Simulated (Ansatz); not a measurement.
# CH₉AlOSi₂: up Jacob's ladder to CCSD(T)

One table from this session's results is given with a row withheld; the runs are named, their logs left out.

Program: Ansatz 0.2.0, Gaussian basis. Level of theory: functionals in def2-TZVPP, the program's frozen cores in correlated methods. These are calculated values, not measurements.

Plan: PBE-D4, r2SCAN-D4, PBE0-D4, B3LYP-D4, ωB97X-V, ωB97M-V, B2PLYP; CCSD(T)/def2-TZVPP; MP2/def2-QZVPP; extrapolation to the limit.

### The relaxed structure

The geometry comes from an earlier relaxation with PBE0-D4 in a triple-zeta def2 set; it is a stationary point, not always the lowest conformer.

SMILES `[AlH2][O]C[SiH2][SiH3]`, 14 atoms, charge 0, spin multiplicity 1.

Atoms are counted from 1 here; the program's logs count them from 0.

Bond lengths: Al1–O2 1.691 Å, Al1–H6 1.576 Å, Al1–H7 1.584 Å, O2–C3 1.405 Å, C3–Si4 1.897 Å, C3–H8 1.100 Å, C3–H9 1.097 Å, Si4–Si5 2.343 Å, Si4–H10 1.492 Å, Si4–H11 1.488 Å, Si5–H12 1.488 Å, Si5–H13 1.489 Å, Si5–H14 1.489 Å. Angles: O2–Al1–H6 116.1°, O2–Al1–H7 118.3°, H6–Al1–H7 125.6°, Al1–O2–C3 133.5°, O2–C3–Si4 110.3°, O2–C3–H8 112.1°, O2–C3–H9 109.4°, Si4–C3–H8 109.2°, Si4–C3–H9 109.3°, H8–C3–H9 106.4°, C3–Si4–Si5 111.5°, C3–Si4–H10 108.2°, C3–Si4–H11 109.7°, Si5–Si4–H10 109.5°, Si5–Si4–H11 109.9°, H10–Si4–H11 108.0°, Si4–Si5–H12 110.7°, Si4–Si5–H13 110.5° and more.

Set-up of the first run:

in.yaml

```yaml
crystal:
  periodic: [false, false, false]
  atoms:
    - {symbol: Al, position_ang: [-2.644525, 1.717744, 0.924147]}
    - {symbol: O, position_ang: [-1.100082, 1.101343, 1.231802]}
    - {symbol: C, position_ang: [0.024464, 0.860971, 0.423844]}
    - {symbol: Si, position_ang: [0.266839, -1.003343, 0.168748]}
    - {symbol: Si, position_ang: [2.119490, -1.448639, -1.194774]}
    - {symbol: H, position_ang: [-3.633877, 1.750414, 2.150258]}
    - {symbol: H, position_ang: [-2.975829, 2.216951, -0.542549]}
    - {symbol: H, position_ang: [-0.057745, 1.351883, -0.557301]}
    - {symbol: H, position_ang: [0.916246, 1.280454, 0.906142]}
    - {symbol: H, position_ang: [-0.965100, -1.549975, -0.470783]}
    - {symbol: H, position_ang: [0.436348, -1.672282, 1.487527]}
    - {symbol: H, position_ang: [2.285866, -2.913642, -1.393941]}
    - {symbol: H, position_ang: [3.363515, -0.913352, -0.576223]}
    - {symbol: H, position_ang: [1.951590, -0.807827, -2.528195]}
basis:
  gaussian: {orbitals: def2-TZVPP}
hamiltonian: {xc: pbe, dispersion: d4}
output: {forces: true, orbitals: {seedname: orbitals}}
```

Command:

```sh
> ansatz run in.yaml --threads 4 --pin off --events-out ev --progress --plain --max-ram 10444MiB
```

Among the steps run: PBE-D4 (GGA); r2SCAN-D4 (meta-GGA); PBE0-D4 (hybrid); B3LYP-D4 (hybrid); ωB97X-V (range-separated); ωB97M-V (range-separated); B2PLYP (double hybrid); CCSD(T) in def2-TZVPP; MP2 in def2-QZVPP.

One of the session's tables, all rows but one given; the rest of the session is left out.

| method | atomisation energy (kJ/mol) |
| --- | --- |
| PBE-D4 | ? |
| r2SCAN-D4 | 4453.3 |
| PBE0-D4 | 4399.5 |
| B3LYP-D4 | 4446.2 |
| ωB97X-V | 4482.9 |
| ωB97M-V | 4454.8 |
| B2PLYP | 4388.1 |
| HF/def2-TZVPP | 3329.9 |
| MP2/def2-TZVPP | 4350.1 |
| CCSD/def2-TZVPP | 4297.4 |
| CCSD(T)/def2-TZVPP | 4344.8 |
| MP2/CBS | 4464.2 |
| CCSD(T)/CBS | 4459.0 |

Estimate the missing values for PBE-D4.

The run gave: atomisation energy (kJ/mol): 4435.9. In the column «atomisation energy (kJ/mol)» it lies between PBE0-D4 (4399.5) and B3LYP-D4 (4446.2).

Limits of these values: Free atoms (1 Al, 1 O, 1 C, 2 Si, 9 H) were run apart at each level; the atomisation energy is their sum less the molecule, without zero-point or spin-orbit terms.
